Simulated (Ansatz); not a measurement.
# Hf5: the cost of one run

Method: UKS PBE-D4/def2-SVP; program: Ansatz 0.2.0, Gaussian basis.

Levels to be run: a search for the lowest solution at PBE-D4/def2-SVP; a single point at PBE0-D4/def2-TZVP.

5 further runs of the same task are left out: 1 that didn't finish, 4 set aside as unsound or not needed. Runs told in other sessions of the task aren't counted.

**1. The geometry**

The geometry is that of the doublet, from an earlier relaxation (r2SCAN-D4/def2-SVP). At that level it is the lowest of the isomers that a small search found.

5 atoms, charge 1, spin multiplicity 2.

Atoms are counted from 1 here; the program's logs count them from 0.

Bond lengths: Hf1–Hf2 2.834 Å, Hf1–Hf3 2.833 Å, Hf1–Hf4 2.807 Å, Hf1–Hf5 2.799 Å, Hf2–Hf4 2.834 Å, Hf2–Hf5 2.856 Å, Hf3–Hf4 2.834 Å, Hf3–Hf5 2.856 Å, Hf4–Hf5 2.798 Å. Angles: Hf2–Hf1–Hf3 111.1°, Hf2–Hf1–Hf4 60.3°, Hf2–Hf1–Hf5 60.9°, Hf3–Hf1–Hf4 60.3°, Hf3–Hf1–Hf5 60.9°, Hf4–Hf1–Hf5 59.9°, Hf1–Hf2–Hf4 59.4°, Hf1–Hf2–Hf5 58.9°, Hf4–Hf2–Hf5 58.9°, Hf1–Hf3–Hf4 59.4°, Hf1–Hf3–Hf5 58.9°, Hf4–Hf3–Hf5 58.9°, Hf1–Hf4–Hf2 60.3°, Hf1–Hf4–Hf3 60.3°, Hf1–Hf4–Hf5 59.9°, Hf2–Hf4–Hf3 111.0°, Hf2–Hf4–Hf5 60.9°, Hf3–Hf4–Hf5 60.9° and more.

Coordinates:

```
Hf    0.0905    1.2374   -1.0305
Hf    1.9291   -0.9174   -0.9455
Hf   -1.9449    0.9160    0.9139
Hf   -0.8161   -1.3384   -0.3813
Hf    0.7414    0.1023    1.4433
```

Hf takes a core potential in the def2 sets. No spin-orbit coupling is included. The ion is computed in the gas phase, without counter-ions or solvent.

Bonds by kind at the end (by distance):

```
 bond  count  shortest (Å)  longest (Å)
Hf–Hf      9         2.798        2.856
```

**2. Searching for the lowest solution, PBE-D4/def2-SVP**

start.molden holds the orbitals of an earlier run on this state, given as this run's starting guess.

Input file in.yaml:

```yaml
crystal:
  periodic: [false, false, false]
  atoms:
    - {symbol: Hf, position_ang: [0.090475, 1.237395, -1.030484]}
    - {symbol: Hf, position_ang: [1.929117, -0.917362, -0.945496]}
    - {symbol: Hf, position_ang: [-1.944897, 0.916046, 0.913944]}
    - {symbol: Hf, position_ang: [-0.816093, -1.338392, -0.381255]}
    - {symbol: Hf, position_ang: [0.741398, 0.102312, 1.443290]}
basis:
  gaussian: {orbitals: def2-SVP, initial_orbitals: start.molden}
total_charge: 1
magnetization: {spin_polarized: true, initial_magnetization: 1}
hamiltonian: {xc: pbe, dispersion: d4}
output: {orbitals: {seedname: orbitals}}
```

Launch:

```sh
> ansatz run in.yaml --threads 4 --pin off --events-out ev --progress --plain --max-ram 4787MiB
```

Q: Estimate wall time and peak memory on 4 threads of Arm Neoverse V1, shared host.

About 2.7 min, with a peak of 0.67 GiB.
